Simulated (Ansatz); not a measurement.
# C2H7OSi radical: how energies converge with the basis set

One table from this session's results is given with a row withheld; the runs are named, their logs left out.

Program: Ansatz 0.2.0, Gaussian basis. Level of theory: one geometry, several basis sets. These are calculated values, not measurements.

The runs, in order: PBE0-D4/def2-SVP; ωB97M-V/def2-SVP; PBE0-D4/def2-QZVPP; ωB97M-V/def2-QZVPP; the functionals' def2-TZVPP values are taken from earlier runs.

### The geometry

All runs share one geometry, relaxed beforehand with PBE0-D4 in a triple-zeta def2 set.

SMILES `[CH2]C[SiH2]O`, 11 atoms, charge 0, spin multiplicity 2.

Atoms are counted from 1 here; the program's logs count them from 0.

Bond lengths: C1–C2 1.472 Å, C1–H5 1.082 Å, C1–H6 1.082 Å, C2–Si3 1.890 Å, C2–H7 1.096 Å, C2–H8 1.095 Å, Si3–O4 1.648 Å, Si3–H9 1.485 Å, Si3–H10 1.490 Å, O4–H11 0.959 Å. Angles: C2–C1–H5 121.0°, C2–C1–H6 120.9°, H5–C1–H6 117.9°, C1–C2–Si3 109.2°, C1–C2–H7 112.3°, C1–C2–H8 112.2°, Si3–C2–H7 107.0°, Si3–C2–H8 107.7°, H7–C2–H8 108.1°, C2–Si3–O4 111.4°, C2–Si3–H9 111.4°, C2–Si3–H10 107.7°, O4–Si3–H9 105.2°, O4–Si3–H10 111.2°, H9–Si3–H10 110.0°, Si3–O4–H11 116.5°.

Coordinates:

```xyz
11
C2H7OSi
C    -1.21000    0.89477   -0.38900
C     0.25696    0.91587   -0.27218
Si    0.83658   -0.68234    0.55362
O     0.33990   -2.00907   -0.28901
H    -1.69278    0.48941   -1.26880
H    -1.83862    1.19856    0.43813
H     0.61360    1.74574    0.34941
H     0.74940    0.98437   -1.24733
H     2.31864   -0.77112    0.58200
H     0.29852   -0.69500    1.94315
H    -0.60690   -2.12809   -0.37919
```

Set-up of the first run:

File in.yaml:

```yaml
crystal:
  periodic: [false, false, false]
  atoms:
    - {symbol: C, position_ang: [-1.210004, 0.894774, -0.389003]}
    - {symbol: C, position_ang: [0.256964, 0.915873, -0.272182]}
    - {symbol: Si, position_ang: [0.836578, -0.682345, 0.553620]}
    - {symbol: O, position_ang: [0.339903, -2.009074, -0.289005]}
    - {symbol: H, position_ang: [-1.692781, 0.489407, -1.268800]}
    - {symbol: H, position_ang: [-1.838617, 1.198563, 0.438135]}
    - {symbol: H, position_ang: [0.613605, 1.745737, 0.349408]}
    - {symbol: H, position_ang: [0.749398, 0.984368, -1.247330]}
    - {symbol: H, position_ang: [2.318635, -0.771119, 0.581995]}
    - {symbol: H, position_ang: [0.298523, -0.694995, 1.943150]}
    - {symbol: H, position_ang: [-0.606902, -2.128087, -0.379190]}
basis:
  gaussian: {orbitals: def2-SVP}
magnetization: {spin_polarized: true, initial_magnetization: 1}
hamiltonian: {xc: pbe0, dispersion: d4}
output: {orbitals: {seedname: orbitals}}
```

Command:

```sh
$ ansatz run in.yaml --threads 4 --pin off --events-out ev --progress --plain --max-ram 10444MiB
```

Steps of the session up to this table: PBE0-D4 in def2-SVP; ωB97M-V in def2-SVP; PBE0-D4 in def2-QZVPP; ωB97M-V in def2-QZVPP.

One table of the session follows, with a row left open; its other results are not shown here.

It belongs to the step «Density functionals: the series». 

```
functional       basis  HOMO (eV)
   PBE0-D4    def2-SVP      -5.67
   PBE0-D4  def2-TZVPP      -5.72
   PBE0-D4  def2-QZVPP      -5.74
   ωB97M-V    def2-SVP      -7.67
   ωB97M-V  def2-TZVPP      -7.73
   ωB97M-V  def2-QZVPP          ?
```

Q: Estimate the row for ωB97M-V, def2-QZVPP from the others.

**Answer.** HOMO (eV): -7.75. In the column «HOMO (eV)» it is the lowest.
